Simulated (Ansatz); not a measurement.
# Ga3As3CO: the cost of one run

Method: DFT PBE+D3(BJ), scalar-relativistic, plane waves, PAW, in Ansatz 0.2.0.

1 further run of the same task is left out (set aside as unsound or not needed).

## Step 1: The system as given

The structure is monoclinic, space group Pm (No. 6). Conventional cell: a = 5.676 Å, b = 4.014 Å, c = 23.335 Å, α = 90.00°, β = 90.00°, γ = 90.00°. Ga (site symmetry m) is surrounded by 3 As at 2.46 to 2.55 Å. As (site symmetry m) is surrounded by 3 Ga at 2.46 to 2.49 Å. Ga (site symmetry m) is surrounded by 4 As at 2.48 to 2.51 Å. As (site symmetry m) has 4 Ga at 2.48 to 2.55 Å as nearest neighbours. Around Ga (site symmetry m) lie 3 As at 2.46 to 2.48 Å. Around As (site symmetry m) lie 3 Ga at 2.46 to 2.48 Å. Around O (site symmetry m) lie 1 C at 1.15 Å. C (site symmetry m) is surrounded by 1 O at 1.15 Å.

As a file:

```
Ga As O C
1.0
     4.01370    0.00000    0.00000
     0.00000    5.67623    0.00000
     0.00000    0.00000   23.33527
Ga As O C
3 3 1 1
Direct
  0.50000 0.50000 0.17141
  0.00000 0.06538 0.26800
  0.50000 0.48946 0.32285
  0.00000 0.25000 0.17141
  0.50000 0.81022 0.25049
  0.00000 0.28876 0.35934
  0.00000 0.28876 0.48361
  0.00000 0.28876 0.53290
```

This is the geometry of the first run shown, built on a cell relaxed beforehand with the same method.

## Step 2: What is varied

Atoms count from 1 in the order of the input.

CO (O end down) is moved over the surface cell at a fixed height above a rigid substrate; the origin of the map has the adsorbate above As6; the height is held at 2.90 Å.

The axes are (1) position of O7 along the first surface vector, from above As6: 6 values from 0.000 to 0.833, periodic; (2) position of O7 along the second surface vector, from above As6: 6 values from 0.000 to 0.833, periodic.

Nothing else is relaxed. Points are written as (first, second).

The two vectors of the plane (Å): (4.014, 0.000, 0.000); (0.000, 5.676, 0.000).

## Step 3: The run at (0/6, 0/6) of the map's two axes

A dipole layer in the vacuum cancels the field that periodic copies would set up if the slab's two faces differ.

Input file input.yaml:

```yaml
crystal:
  lattice:
    - [4.0137031111, 0.0, 0.0]
    - [0.0, 5.6762333751, 0.0]
    - [0.0, 0.0, 23.3352699083]
  atoms:
    - { symbol: Ga, position: [0.5, 0.5, 0.1714143447] }
    - { symbol: As, position: [0.0, 0.25, 0.1714143447] }
    - { symbol: Ga, position: [0.0, 0.0653835255, 0.2680035048] }
    - { symbol: As, position: [0.5, 0.8102208698, 0.2504948966] }
    - { symbol: Ga, position: [0.5, 0.4894639609, 0.3228546357] }
    - { symbol: As, position: [0.0, 0.2887573198, 0.3593388866] }
    - { symbol: O, position: [0.0, 0.2887573198, 0.4836142866] }
    - { symbol: C, position: [0.0, 0.2887573198, 0.5328959107] }
basis:
  ecutwfc: 420
kpoints:
  mp_grid: { grid: [7, 5, 1] }
hamiltonian:
  xc: pbe
  pseudopotentials: { kind: paw, azcp: { folder: soft_1 } }
  dispersion: d3bj
scf:
  occupations: { method: gaussian, width: 0.05 }
output:
  forces: true
  eigenvalues: true
efield:
  axis: 3
  dipole_correction: true
  ramp_width: 0.04
```

Run with:

```
ansatz run input.yaml --threads 2 --pin off --max-ram 6144MiB --backend cpu --events-out ev --progress --plain --runs-dir out
```

Q: Estimate wall time and peak memory on 2 threads of Intel Xeon Platinum 8488C (Sapphire Rapids), shared host.

About 17 s, with a peak of 0.91 GiB.
